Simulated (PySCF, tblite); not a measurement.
**C₆H₁₁O₂P: geometry, infrared bands and NMR shifts**

Wanted: the infrared bands and NMR shifts of C₆H₁₁O₂P (`COC=C=PCCOC`), by calculation.

Programs: tblite 0.8.0 and PySCF 2.14.0, with density-fitted response routines of our own. Each step states its level of theory. These are calculated values for one molecule in the gas phase, unless marked as measured. Atoms count from 0, in the outputs and in this text.

### Step 1. The starting structure

20 atoms, charge 0, multiplicity 1; geometry from: force field or distance geometry start.

Bonds of the start (Å): C0–O1 1.43, O1–C2 1.38, C2–C3 1.32, C3–P4 1.66, P4–C5 1.86, C5–C6 1.51, C6–O7 1.38, O7–C8 1.40, C0–H9 1.13, C0–H10 1.09, C0–H11 1.11, C2–H12 1.05, C5–H13 1.11, C5–H14 1.08, C6–H15 1.10, C6–H16 1.12, C8–H17 1.09, C8–H18 1.12, C8–H19 1.11.

### Step 2. Relaxing the molecule with GFN2-xTB

Job settings and geometry (Å):

```
{"job": {"kind": "relax", "xc": "GFN2-xTB", "basis": "xTB"}, "charge": 0, "multiplicity": 1}
C      4.771900     0.794400    -0.768500
O      3.667800     0.547100     0.106400
C      2.977400    -0.623400    -0.139900
C      1.703700    -0.473200    -0.437300
P      0.080400    -0.303700    -0.757800
C     -0.968900    -0.184800     0.768000
C     -2.400000     0.182300     0.465600
O     -2.992300    -0.763200    -0.350500
C     -4.316000    -0.350400    -0.575900
H      5.194400     1.767400    -0.392300
H      5.522600     0.001800    -0.776100
H      4.286300     0.954700    -1.755500
H      3.352600    -1.608400    -0.121100
H     -0.544400     0.648600     1.370100
H     -0.931200    -1.076400     1.383900
H     -2.460200     1.187600     0.025500
H     -2.954100     0.153400     1.438800
H     -4.309300     0.628500    -1.058900
H     -4.893500    -0.354300     0.388600
H     -4.792400    -1.117500    -1.225800
```

On the command line:

```sh
OMP_NUM_THREADS=1 python probes_run.py task.json out
```

The driver reads the jobs from task.json and runs them one after another.

**Question.** This job is followed by: GFN2-xTB harmonic vibrations, gas phase; GIAO PBE0/pcSseg-1 NMR shielding, non-relativistic, gas phase. What will the session give for the following? strongest single infrared mode (GFN2-xTB); zero-point energy (GFN2-xTB); ¹³C shifts against TMS (PBE0/pcSseg-1); ¹H shifts against TMS (PBE0/pcSseg-1, means over atoms taken as alike); ¹⁷O shifts against H2O (PBE0/pcSseg-1); ³¹P shifts against H3PO4 (PBE0/pcSseg-1); surface potential, 1st and 99th percentile.

The runs gave:

| quantity | value |
| --- | --- |
| strongest single infrared mode (GFN2-xTB) | 1178 cm⁻¹, 320 km/mol |
| zero-point energy (GFN2-xTB) | 98.9 kcal/mol |
| ¹³C shifts against TMS (PBE0/pcSseg-1) | 267.6, 147.3, 72.0, 60.8, 59.5, 38.4 ppm |
| ¹H shifts against TMS (PBE0/pcSseg-1, means over atoms taken as alike) | 7.33, 3.66, 3.61, 3.59, 2.43 ppm |
| ¹⁷O shifts against H2O (PBE0/pcSseg-1) | 59.7, 37.1 ppm |
| ³¹P shifts against H3PO4 (PBE0/pcSseg-1) | 134.3 ppm |
| surface potential, 1st and 99th percentile | -1.41 V and 0.91 V |

What this shows: Relaxing lowered the energy by 0.749 eV in 115 steps; the close pair that moved most is P4–C5, from 1.856 to 1.893 Å. The lowest mode is slightly imaginary (17i cm⁻¹), a soft motion within the noise of the Hessian, so the minimum is not strictly shown. Unscaled tight-binding wavenumbers are off by several per cent, some by more. Its intensities can rank the bands wrongly. H12 (hydrogen on an alkene carbon bearing oxygen) lies farthest downfield among hydrogen, at 7.33 ppm; attached to an sp2 carbon and in the plane of the double bond. At PBE0/pcSseg-1: The widest tensor belongs to P4: span 493 ppm, with a paramagnetic part of -785 ppm. By nearest atom (PBE0/pcSseg-1), the HOMO sits on C3 23 %; P4 20 % and the LUMO on P4 45 %; C3 32 %.
